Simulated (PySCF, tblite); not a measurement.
**C₃H₅B: geometry, infrared bands, NMR shifts, spin-spin couplings, electronic excitations and core binding energies**

What infrared bands, NMR shifts, spin-spin couplings, electronic excitations and core binding energies should C₃H₅B (`BC#CC`) show?

The runs use tblite 0.8.0 and PySCF 2.14.0, with density-fitted response routines of our own; the level of theory stands in each step. All values are computed, except where a source is named. Atoms count from 0, in the outputs and in this text.

## Step 1: The starting structure

9 atoms, charge 0, multiplicity 1; geometry from: GFN2-xTB.

Bonds of the start (Å): B0–C1 1.49, C1–C2 1.21, C2–C3 1.44, B0–H4 1.17, B0–H5 1.17, C3–H6 1.09, C3–H7 1.09, C3–H8 1.09.

## Step 2: Vibrational analysis with GFN2-xTB

What the job is given:

```
{"job": {"kind": "ir", "xc": "GFN2-xTB", "basis": "xTB"}, "charge": 0, "multiplicity": 1}
B      2.304585    -0.022656     0.078758
C      0.813627    -0.005965     0.024785
C     -0.395892     0.004202    -0.021677
C     -1.838656     0.017793    -0.071897
H      2.901245    -0.718670    -0.650026
H      2.865649     0.658672     0.848537
H     -2.239372    -0.375489     0.862858
H     -2.195060     1.040568    -0.197622
H     -2.202564    -0.592463    -0.898896
```

**Question.** This job is followed by: PBE0-D3(BJ)/def2-SVP geometry optimisation, gas phase; GIAO PBE0/pcSseg-1 NMR shielding, non-relativistic, gas phase; B3LYP/pcJ-1 indirect spin-spin coupling, non-relativistic, gas phase; TDDFT wB97X-D/def2-SVPD, vertical, gas phase, core orbitals frozen in the response; GIAO mPW1PW91/pcSseg-2 NMR shielding, non-relativistic, gas phase; delta-SCF UKS SCAN, pcX-2 on the ionised atom, pcseg-1 elsewhere, spin-free X2C. Predict these results of the whole session: strongest single infrared mode (GFN2-xTB); zero-point energy (GFN2-xTB); point group; rotational constants (main isotopes); 13C shifts against TMS (PBE0/pcSseg-1); 1H shifts against TMS (PBE0/pcSseg-1, means over atoms taken as alike); 11B shifts against BF3·OEt2 (PBE0/pcSseg-1); largest coupling of the table (B3LYP/pcJ-1); lowest singlet (wB97X-D/def2-SVPD); brightest single state of those computed; lowest triplet; vertical ionisation energy (ΔSCF); vertical electron affinity (ΔSCF); C1s binding energies, SCAN/pcX-2 (standing for 2 of 3 atoms); range of the shift of C2.

**Answer**, as computed:

| quantity | value |
| --- | --- |
| strongest single infrared mode (GFN2-xTB) | 2303 cm⁻¹, 206 km/mol |
| zero-point energy (GFN2-xTB) | 41.0 kcal/mol |
| point group | C1 |
| rotational constants (main isotopes) | 93.71, 3.52, 3.47 GHz |
| 13C shifts against TMS (PBE0/pcSseg-1) | 160.0, 100.4, 8.5 ppm |
| 1H shifts against TMS (PBE0/pcSseg-1, means over atoms taken as alike) | 6.67, 2.42 ppm |
| 11B shifts against BF3·OEt2 (PBE0/pcSseg-1) | 67.0 ppm |
| largest coupling of the table (B3LYP/pcJ-1) | 1J(C,C) C1–C2, 170.6 Hz |
| lowest singlet (wB97X-D/def2-SVPD) | 3.82 eV (325 nm), f = 0.000 |
| brightest single state of those computed | state 8, 8.05 eV, f = 0.918 |
| lowest triplet | 3.55 eV |
| vertical ionisation energy (ΔSCF) | 9.71 eV |
| vertical electron affinity (ΔSCF) | 0.04 eV |
| C1s binding energies, SCAN/pcX-2 (standing for 2 of 3 atoms) | C3 291.94, C1 289.98 eV |
| range of the shift of C2 | 160.0 to 162.6 ppm |

In words: The lowest mode is slightly imaginary (19i cm⁻¹), a soft motion within the noise of the Hessian, so the minimum is not strictly shown. The strongest single mode, at 2303 cm⁻¹, moves mainly C2 and C1. Unscaled tight-binding wavenumbers are off by several per cent, some by more. Its intensities can rank the bands wrongly. Over 3 steps the energy fell by 0.058 eV; of the close pairs, B0–H4 changed most, 1.171 to 1.209 Å. At PBE0/pcSseg-1: Shielding is most anisotropic at C1 (span 284 ppm, paramagnetic term -170 ppm). Of the pairs tabulated at B3LYP/pcJ-1, C1–C2 couples most strongly (170.6 Hz; Fermi contact 155.0 Hz). The first singlet state (HOMO→LUMO 0.98) lies at 3.82 eV and is dark; of the 10 states computed, the strongest absorption comes from state 8 at 8.05 eV. The lowest triplet lies 0.27 eV below the lowest singlet (triplets in Tamm-Dancoff, singlets in full TDDFT). ΔSCF puts the ionisation energy at 9.71 eV, 0.42 eV above −ε(HOMO). C3 (propargylic methyl carbon) binds its C1s electron 1.96 eV more tightly than C1 (alkyne carbon). Only 2 of the 3 C atoms are covered by sound results. In ppm, C2 moves most: its shift spreads over 2.6 ppm, from 160.0 (PBE0/pcSseg-1) to 162.6 (mPW1PW91/pcSseg-2).
